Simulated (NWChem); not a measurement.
# CH3Cl3Si (methyltrichlorosilane): levels of theory compared

We compute a comparison of 3 runs (HF/def2-SVP, HF/def2-SVPD, HF/def2-TZVP) of CH3Cl3Si (methyltrichlorosilane). 

Program for the calculation: NWChem 7.3.0.

## Step 1: The molecule

CH3Cl3Si has 8 atoms, charge 0, and is taken as a singlet. As SMILES, `C[Si](Cl)(Cl)Cl`. The shape is that of a PBE0-D4/def2-TZVP optimisation.

Bond lengths: C1–Si2 1.841 Å, Si2–Cl3 2.039 Å, Si2–Cl4 2.039 Å, Si2–Cl5 2.039 Å, C1–H6 1.092 Å, C1–H7 1.092 Å, C1–H8 1.092 Å. Some angles: C1–Si2–Cl3 110.7°, C1–Si2–Cl4 110.7°, C1–Si2–Cl5 110.6°, Cl3–Si2–Cl4 108.3°, Cl3–Si2–Cl5 108.3°, Cl4–Si2–Cl5 108.3°, Si2–C1–H6 110.0°, Si2–C1–H7 110.0°, Si2–C1–H8 110.0°, H6–C1–H7 109.0°.

## Step 2: Energy and one-electron properties at HF/def2-SVP (run 1)

The input, sp.nw:

```
START sp
memory stack 880 mb heap 220 mb global 1100 mb

GEOMETRY noautosym nocenter noautoz
  C     -0.728900    -0.279600     0.686100
  Si     0.568900     0.197900    -0.528700
  Cl     2.360400    -0.640000    -0.033600
  Cl     0.065900    -0.429500    -2.402200
  Cl     0.801200     2.223000    -0.573800
  H     -0.844500    -1.365200     0.700800
  H     -0.448300     0.061100     1.684800
  H     -1.682600     0.175200     0.410800
END

BASIS spherical bse
  * library def2-SVP
END

SCF
  thresh 1e-08
  maxiter 80
  noprint "final vectors analysis"
END

PROPERTY
  dipole
  quadrupole
  mulliken
END

TASK scf property
```

Command:

```bash
$ nwchem sp.nw > sp.out
```

Output:

```text
[...]
  functions       =   101
[...]
  wavefunction    = RHF
[...]
         Total SCF energy =  -1706.668208037837
      One-electron energy =  -3236.694327077787
      Two-electron energy =   1089.728753502540
 Nuclear repulsion energy =    440.297365537411
        Time for solution =     21.0s
[...]
   Dipole moment        2.1440222905 Debye(s)
             DMX       -1.5116795097 DMXEFC        0.0000000000
             DMY       -0.5568990097 DMYEFC        0.0000000000
             DMZ        1.4147509091 DMZEFC        0.0000000000
   -EFC- dipole         0.0000000000 DEBYE(S)
   Total dipole         2.1440222905 DEBYE(S)
[...]
```

Wall time 23 s (1 thread of AMD EPYC 7R43 (Zen 3), shared host); peak memory 0.092 GiB.

Atomic charges (e):

```
atom  Mulliken
  C1    -0.373
 Si2    +1.063
 Cl3    -0.313
 Cl4    -0.313
 Cl5    -0.313
  H6    +0.083
  H7    +0.083
  H8    +0.083
```

## Step 3: The charge distribution at HF/def2-SVPD (run 2)

The input, mymol.xyz:

```xyz
8
CH3Cl3Si properties
C     -0.728900    -0.279600     0.686100
Si     0.568900     0.197900    -0.528700
Cl     2.360400    -0.640000    -0.033600
Cl     0.065900    -0.429500    -2.402200
Cl     0.801200     2.223000    -0.573800
H     -0.844500    -1.365200     0.700800
H     -0.448300     0.061100     1.684800
H     -1.682600     0.175200     0.410800
```

The input, mymol.nw:

```
start mymol
title "CH3Cl3Si properties"
memory total 2200 mb
geometry units angstroms noautosym nocenter noautoz
  load format xyz mymol.xyz
end
basis spherical bse
  * library def2-SVPD
end
scf
  nopen 0
  rhf
  thresh 1e-08
  maxiter 80
  noprint "final vectors analysis"
end
property
  dipole
  quadrupole
  mulliken
end
task scf property
```

Command:

```bash
$ nwchem mymol.nw > mymol.out
```

Output:

```text
[...]
  functions       =   149
[...]
  wavefunction    = RHF
[...]
         Total SCF energy =  -1706.691690900978
      One-electron energy =  -3236.102627533613
      Two-electron energy =   1089.113571095223
 Nuclear repulsion energy =    440.297365537411
        Time for solution =     80.0s
[...]
   Dipole moment        2.1139564513 Debye(s)
             DMX       -1.4904836125 DMXEFC        0.0000000000
             DMY       -0.5490787906 DMYEFC        0.0000000000
             DMZ        1.3949132447 DMZEFC        0.0000000000
   -EFC- dipole         0.0000000000 DEBYE(S)
   Total dipole         2.1139564513 DEBYE(S)
[...]
```

It took 82 s on 1 thread of AMD EPYC 7R43 (Zen 3), shared host; peak memory 0.094 GiB.

Atomic charges (e):

```
atom  Mulliken
  C1    -0.339
 Si2    +1.938
 Cl3    -0.608
 Cl4    -0.608
 Cl5    -0.608
  H6    +0.075
  H7    +0.075
  H8    +0.075
```

## Step 4: Energy and one-electron properties at HF/def2-TZVP (run 3)

The input, mol.nw:

```
start mol
title "CH3Cl3Si properties"
memory 2200 mb
geometry units angstroms noautosym nocenter noautoz
  C     -0.728900    -0.279600     0.686100
  Si     0.568900     0.197900    -0.528700
  Cl     2.360400    -0.640000    -0.033600
  Cl     0.065900    -0.429500    -2.402200
  Cl     0.801200     2.223000    -0.573800
  H     -0.844500    -1.365200     0.700800
  H     -0.448300     0.061100     1.684800
  H     -1.682600     0.175200     0.410800
end
basis spherical bse
  * library def2-TZVP
end
scf
  thresh 1e-08
  maxiter 80
  noprint "final vectors analysis"
end
property
  dipole
  quadrupole
  mulliken
end
task scf property
```

Command:

```bash
$ nwchem mol.nw > mol.out
```

Output:

```text
[...]
  functions       =   197
[...]
  wavefunction    = RHF
[...]
         Total SCF energy =  -1707.293700765782
      One-electron energy =  -3237.808963975775
      Two-electron energy =   1090.217897672583
 Nuclear repulsion energy =    440.297365537411
        Time for solution =    222.7s
[...]
   Dipole moment        2.0243133823 Debye(s)
             DMX       -1.4272746596 DMXEFC        0.0000000000
             DMY       -0.5258332911 DMYEFC        0.0000000000
             DMZ        1.3357511243 DMZEFC        0.0000000000
   -EFC- dipole         0.0000000000 DEBYE(S)
   Total dipole         2.0243133823 DEBYE(S)
[...]
```

It took 3.8 min on 1 thread of AMD EPYC 7R43 (Zen 3), shared host; peak memory 0.11 GiB.

Atomic charges (e):

```
atom  Mulliken
  C1    -0.486
 Si2    +0.909
 Cl3    -0.279
 Cl4    -0.279
 Cl5    -0.279
  H6    +0.138
  H7    +0.138
  H8    +0.138
```

## Step 5: The series

```
run         level   energy (Eh)  dipole moment (D)  wall time
  1   HF/def2-SVP  -1706.668208               2.14       23 s
  2  HF/def2-SVPD  -1706.691691               2.11       82 s
  3  HF/def2-TZVP  -1707.293701               2.02    3.8 min
```

## Step 6: What came out

```
            quantity           value
 run 3: total energy  -1707.29370 Eh
run 3: dipole moment          2.02 D
```

**Reading.** The dipole moment (its size) runs from 2.02 D (HF/def2-TZVP) to 2.14 D (HF/def2-SVP). All runs together took 5.5 min, the longest 3.8 min.
